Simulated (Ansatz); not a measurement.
# Cd3C4: from a guess to a relaxed structure

Program: Ansatz 0.2.0. Level of theory: DFT PBE, scalar-relativistic, plane waves, PAW. These are calculated values, not measurements.

**1. The system as given**

The structure is cubic, space group Pm-3m (No. 221). The conventional cell has a = 4.638 Å, b = 4.638 Å, c = 4.638 Å, α = 90.00°, β = 90.00°, γ = 90.00°. Around Cd (site symmetry 4/mmm) lie 6 C at 2.32 Å. C (site symmetry m-3m) has 6 Cd at 2.32 Å as nearest neighbours. Around C (site symmetry 4/mmm) lie 4 Cd at 2.32 Å.

Coordinates:

```
CELL_PARAMETERS angstrom
4.63812 0.00000 0.00000
0.00000 4.63812 0.00000
0.00000 0.00000 4.63812
ATOMIC_POSITIONS crystal
Cd 0.50000 0.50000 0.00000
Cd 0.00000 0.50000 0.50000
Cd 0.50000 0.00000 0.50000
C 0.50000 0.50000 0.50000
C 0.50000 0.00000 0.00000
C 0.00000 0.50000 0.00000
C 0.00000 0.00000 0.50000
```

The cell is invented: species swapped into a database cell of W3N4 (Pm-3m, No. 221), with Cd on the W sites and C on the N sites. Its size is a rough estimate.

**2. A first look at the guess**

Input file input.yaml:

```yaml
crystal:
  lattice:
    - [4.63812377, 0.0, 0.0]
    - [0.0, 4.63812377, 0.0]
    - [0.0, 0.0, 4.63812377]
  atoms:
    - { symbol: Cd, position: [0.5, 0.5, 0.0] }
    - { symbol: Cd, position: [0.0, 0.5, 0.5] }
    - { symbol: Cd, position: [0.5, 0.0, 0.5] }
    - { symbol: C, position: [0.5, 0.5, 0.5] }
    - { symbol: C, position: [0.5, 0.0, 0.0] }
    - { symbol: C, position: [0.0, 0.5, 0.0] }
    - { symbol: C, position: [0.0, 0.0, 0.5] }
basis:
  ecutwfc: 420
kpoints:
  mp_grid: { grid: [4, 4, 4] }
hamiltonian:
  xc: pbe
scf:
  occupations: { method: gaussian, width: 0.1 }
  lower_state_search: "off"
output:
  forces: true
  stress: true
  eigenvalues: true
```

Run with:

```bash
$ ansatz run input.yaml --threads 1 --pin off --max-ram 2048MiB --backend cpu --events-out ev --progress --plain --runs-dir out
```

**Question.** How long does this run take on 1 thread of Arm Neoverse V1, shared host, and how much memory does it need?

About 2.4 s, with a peak of 0.34 GiB.
